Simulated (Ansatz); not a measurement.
# AlSbH3F (SMILES [F][AlH][SbH2]): SVWN5/def2-SVP (core potential)

Aim: the energy change on altering one bond length of AlSbH3F at SVWN5/def2-SVP (core potential), from 2 runs. 

The calculation is run with Ansatz 0.2.0.

60 further runs of the same task are left out: 60 set aside as unsound or not needed.

### Step 1. The structure to begin with

The species is AlSbH3F (6 atoms), meant as a singlet with charge 0. SMILES: `[F][AlH][SbH2]`. The shape is that of a PBE0-D4/def2-TZVP optimisation. This is one conformer, not always the lowest.

Bond lengths: F1–Al2 1.653 Å, Al2–Sb3 2.636 Å, Al2–H4 1.582 Å, Sb3–H5 1.710 Å, Sb3–H6 1.709 Å. Angles: F1–Al2–Sb3 116.3°, F1–Al2–H4 116.4°, Sb3–Al2–H4 127.3°, Al2–Sb3–H5 88.3°, Al2–Sb3–H6 87.8°, H5–Sb3–H6 91.6°.

### Step 2. The energy at SVWN5/def2-SVP (core potential)

run.yaml

```yaml
basis:
  gaussian:
    orbitals: def2-SVP
crystal:
  periodic: [false, false, false]
  atoms:
    - {symbol: F, position_ang: [-1.114600, -1.632400, 1.262300]}
    - {symbol: Al, position_ang: [-0.336100, -1.039300, -0.069800]}
    - {symbol: Sb, position_ang: [1.279900, 1.003700, 0.334800]}
    - {symbol: H, position_ang: [-0.594800, -1.800700, -1.431700]}
    - {symbol: H, position_ang: [0.842100, 1.592000, -1.209900]}
    - {symbol: H, position_ang: [-0.034400, 1.812900, 1.068100]}
hamiltonian:
  xc: {name: SVWN5}
accuracy: high
output: {orbitals: {seedname: orbitals}}
```

Command:

```bash
$ ansatz run run.yaml --threads 1 --pin off --max-ram 3480MiB --events-out events.jsonl --progress --plain --runs-dir runs
```

Output:

```text
Warning: RAYON_NUM_THREADS=1 ignored (pool sized by the plan → 1); use --threads N
Functional definition: SVWN5
  name "SVWN5"
  exchange = slater_x
  correlation = vwn5_c
1642 factors; integrals over basis functions are off by at most 3.6e-9 eV
mean field evaluation 1: about -15838.8025 eV, gradient 3.6e1 eV
mean field evaluation 2: about -15823.7576 eV, gradient 1.0e2 eV
mean field evaluation 4: about -15841.2599 eV, gradient 3.3e0 eV
mean field evaluation 8: about -15841.2903 eV, gradient 7.9e-2 eV
mean field evaluation 16: about -15841.2903 eV, gradient 1.4e-5 eV
mean field -15841.29032325 eV, -582.1566817673 hartree, gradient 6.4e-9 eV, S^2 0.000000; 0 other end points of the search recorded, 0 dependent functions left out
reference -15841.29032674 eV, -582.1566818956 hartree; 24, 24 occupied and 49, 49 virtual orbitals, 1642 factors
Total energy: -15841.29032674 eV, -582.1566818956 hartree
```

Wall time 3.9 s (1 thread of Arm Neoverse V1, shared host); peak memory 0.19 GiB.

### Step 3. The distorted shape at the same level

input.yaml

```yaml
crystal:
  periodic: [false, false, false]
  atoms:
    - {symbol: F, position_ang: [-0.907634, -1.023262, 2.351853]}
    - {symbol: Al, position_ang: [-0.129134, -0.430162, 1.019753]}
    - {symbol: Sb, position_ang: [1.486866, 1.612838, 1.424353]}
    - {symbol: H, position_ang: [-0.594800, -1.800700, -1.431700]}
    - {symbol: H, position_ang: [1.049066, 2.201138, -0.120347]}
    - {symbol: H, position_ang: [0.172566, 2.422038, 2.157653]}
basis:
  gaussian: {orbitals: def2-SVP}
hamiltonian: {xc: {name: SVWN5}}
accuracy: high
output: {orbitals: {seedname: orbitals}}
```

Command:

```bash
$ ansatz run input.yaml --threads 1 --pin off --max-ram 3480MiB --events-out events.jsonl --progress --plain --runs-dir runs
```

Output:

```text
Warning: RAYON_NUM_THREADS=1 ignored (pool sized by the plan → 1); use --threads N
Functional definition: SVWN5
  name "SVWN5"
  exchange = slater_x
  correlation = vwn5_c
1619 factors; integrals over basis functions are off by at most 6.4e-9 eV
mean field evaluation 1: about -15835.4739 eV, gradient 3.7e1 eV
mean field evaluation 2: about -15811.4680 eV, gradient 1.1e2 eV
mean field evaluation 4: about -15837.2101 eV, gradient 1.4e1 eV
mean field evaluation 8: about -15838.7152 eV, gradient 5.7e-1 eV
mean field evaluation 16: about -15838.7173 eV, gradient 9.8e-5 eV
mean field -15838.71731063 eV, -582.0621252974 hartree, gradient 7.5e-8 eV, S^2 0.000000; 0 other end points of the search recorded, 0 dependent functions left out
reference -15838.71731436 eV, -582.0621254345 hartree; 24, 24 occupied and 49, 49 virtual orbitals, 1619 factors
Total energy: -15838.71731436 eV, -582.0621254345 hartree
```

Wall time 3.9 s (1 thread of Arm Neoverse V1, shared host); peak memory 0.19 GiB.

### Step 4. What came out

Level: SVWN5/def2-SVP (core potential).

| quantity | value |
| --- | --- |
| first shape: total energy | -582.15668 Eh |
| first shape: HOMO energy | -6.26 eV |
| first shape: LUMO energy | -2.29 eV |
| first shape: HOMO–LUMO gap | 3.96 eV |
| distorted shape: total energy | -582.06213 Eh |
| distorted shape: HOMO energy | -5.67 eV |
| distorted shape: LUMO energy | -3.54 eV |
| distorted shape: HOMO–LUMO gap | 2.12 eV |
| energy change with the Al2–H4 bond stretched from 1.582 to 2.847 Å | 2.573 eV |

What this shows: With the Al2–H4 bond stretched from 1.582 to 2.847 Å the energy rises by 2.57 eV (248 kJ/mol). The first shape isn't relaxed at this level, so the change isn't measured from a minimum.
